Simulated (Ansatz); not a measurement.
Working through a rigid scan of one bond length of CH5FNSi, SMILES [CH2][SiH](N)F

Computed with Ansatz's Python interface.

Notebook, run cell by cell (the value of a cell's last expression is shown):

In [1]:
```python
import ansatz as az
import numpy as np

molecule = (
    az.Crystal.molecule()
    .atom("C", (-0.5733, 1.2434, -0.5014))
    .atom("Si", (0.4566, -0.1205, -0.2964))
    .atom("N", (0.0994, -0.8163, 1.1941))
    .atom("F", (0.158, -1.2264, -1.3737))
    .atom("H", (-1.2334, 1.3462, -1.417))
    .atom("H", (-0.6475, 2.0797, 0.2365))
    .atom("H", (1.9219, 0.2161, -0.359))
    .atom("H", (0.7336, -1.6438, 1.2716))
    .atom("H", (-0.8269, -1.1247, 1.2282))
)
```

In [2]:
```python
symbols = [site.symbol for site in molecule.cartesian_sites]
start = np.array([site.position_ang for site in molecule.cartesian_sites])
axis = (start[4] - start[0]) / np.linalg.norm(start[4] - start[0])
moving = [4]
lengths, energies = [0.997, 1.043, 1.088, 1.133, 1.179, 1.224, 1.269, 1.337], []
for length in lengths:
    xyz = start.copy()
    xyz[moving] += (length - np.linalg.norm(start[4] - start[0])) * axis
    point = az.Crystal.molecule()
    for symbol, xyz in zip(symbols, xyz):
        point = point.atom(symbol, xyz.tolist())
    job = (
        point.calculation()
        .basis(gaussian="6-31G*")
        .functional("b3lyp", dispersion="d4")
        .spin("collinear", total=1)
    )
    r = job.run(threads=1, backend="cpu").report
    energies.append(r["free_energy_ev"])
    print(f"r = {length:6.3f} A  E = {energies[-1]:.5f} eV  <S^2> = {abs(r['mean_field']['state']['spin_squared']):.3f}")
```
```text
r =  0.997 A  E = -13203.42463 eV  <S^2> = 0.753
r =  1.043 A  E = -13203.56240 eV  <S^2> = 0.753
r =  1.088 A  E = -13203.60372 eV  <S^2> = 0.753
r =  1.133 A  E = -13203.57379 eV  <S^2> = 0.753
r =  1.179 A  E = -13203.48684 eV  <S^2> = 0.753
r =  1.224 A  E = -13203.36000 eV  <S^2> = 0.754
r =  1.269 A  E = -13203.20234 eV  <S^2> = 0.754
r =  1.337 A  E = -13202.92389 eV  <S^2> = 0.754
```

In [3]:
```python
fit = np.polynomial.Polynomial.fit(lengths, np.array(energies) - min(energies), 4).convert()
roots = [r.real for r in fit.deriv().roots() if abs(r.imag) < 1e-9 and fit.deriv(2)(r.real) > 0]
r_e = min(roots, key=lambda r: abs(r - lengths[int(np.argmin(energies))]))
print(f"minimum of the fit at {r_e:.4f} A, force constant {fit.deriv(2)(r_e):.2f} eV/A^2")
```
```text
minimum of the fit at 1.0898 A, force constant 34.93 eV/A^2
```

Reading the output:
- Total energies depend on the basis set; only differences at equal settings carry meaning.
- The rest of the molecule is held rigid at a force-field or estimated start geometry, and the basis set is modest; single-reference methods fail as a bond breaks.
- The species is open-shell (spin multiplicity 2).
- b3lyp holds the VWN-RPA fit, as in Gaussian; the form of ORCA and Turbomole is b3lyp5.
- Wall time of the script: 30 s on 1 thread of Arm Neoverse V2, on a shared host, peak memory 0.26 GiB.

(Lines on the test bed's own set-up are left out of the output.)
